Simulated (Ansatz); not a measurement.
# C2H8BGe: the cost of one run

Program: the Python package of Ansatz 0.2.0. Level of theory: CAM-B3LYP/def2-SVP. These are calculated values, not measurements.

## (1) The structure

Bond lengths: C1–B2 1.589 Å, B2–C3 1.589 Å, B2–Ge4 2.020 Å, C1–H5 1.110 Å, C1–H6 1.110 Å, C1–H7 1.110 Å, C3–H8 1.110 Å, C3–H9 1.109 Å, C3–H10 1.109 Å, Ge4–H11 1.550 Å, Ge4–H12 1.550 Å. Angles (14 of 18 angles, heavy atoms first): C1–B2–C3 120.4°, C1–B2–Ge4 120.1°, C3–B2–Ge4 119.5°, B2–C1–H5 109.5°, B2–C1–H6 109.5°, B2–C1–H7 110.1°, B2–C3–H8 110.3°, B2–C3–H9 109.4°, B2–C3–H10 109.4°, B2–Ge4–H11 109.3°, B2–Ge4–H12 109.2°, H5–C1–H6 109.4°, H5–C1–H7 109.2°, H6–C1–H7 109.2°.

No structure file is read: the coordinates are typed or built in the script.

## (2) The script

Input file run_torsion.py:

```python
import ansatz
from ase import Atoms

atoms = Atoms(["C", "B", "C", "Ge", "H", "H", "H", "H", "H", "H", "H", "H"], positions=[
    (-0.4113, 1.5123, 0.4663),
    (0.02, 0.021, 0.1254),
    (-1.0485, -1.0204, -0.4203),
    (1.9379, -0.5617, 0.3792),
    (-1.1931, 1.5004, 1.2535),
    (-0.8147, 1.9983, -0.4459),
    (0.4638, 2.0893, 0.8301),
    (-2.0459, -0.5406, -0.5016),
    (-1.1132, -1.8813, 0.2765),
    (-0.734, -1.3806, -1.4213),
    (2.08, -2.0492, -0.0324),
    (2.859, 0.3125, -0.5094),
])

first = ansatz.Crystal.molecule_from_ase(atoms).calculation()
first = first.basis(gaussian="def2-SVP")
first = first.functional("cam_b3lyp")
first = first.spin("collinear", total=1).relax(force_tolerance=0.02, max_steps=80)
atoms.positions = first.run(threads=1).report["positions_ang"]

start = atoms.get_dihedral(0, 1, 2, 7)
energies = {}
for turn in range(0, 121, 15):
    turned = atoms.copy()
    turned.set_dihedral(0, 1, 2, 7, start + turn, indices=[2, 7, 8, 9])
    base = (
        ansatz.Crystal.molecule_from_ase(turned).calculation()
        .basis(gaussian="def2-SVP")
        .functional("cam_b3lyp")
        .spin("collinear", total=1)
    )
    energies[round((start + turn) % 360)] = base.run(threads=1).report["free_energy_ev"]
floor = min(energies.values())
print("dihedral C0-B1-C2-H7 (deg)   E - E(min) (kcal/mol)")
for angle, e in sorted(energies.items()):
    print(f"{angle:8d} {23.060548 * (e - floor):14.3f}  " + "#" * int(30 * (e - floor) / max(max(energies.values()) - floor, 1e-9)))
```

## (3) Launch

Run with:

```console
$ python run_torsion.py
```

What time and memory should one allow on 1 thread of Arm Neoverse V2, shared host?

About 4 min, with a peak of 0.54 GiB.
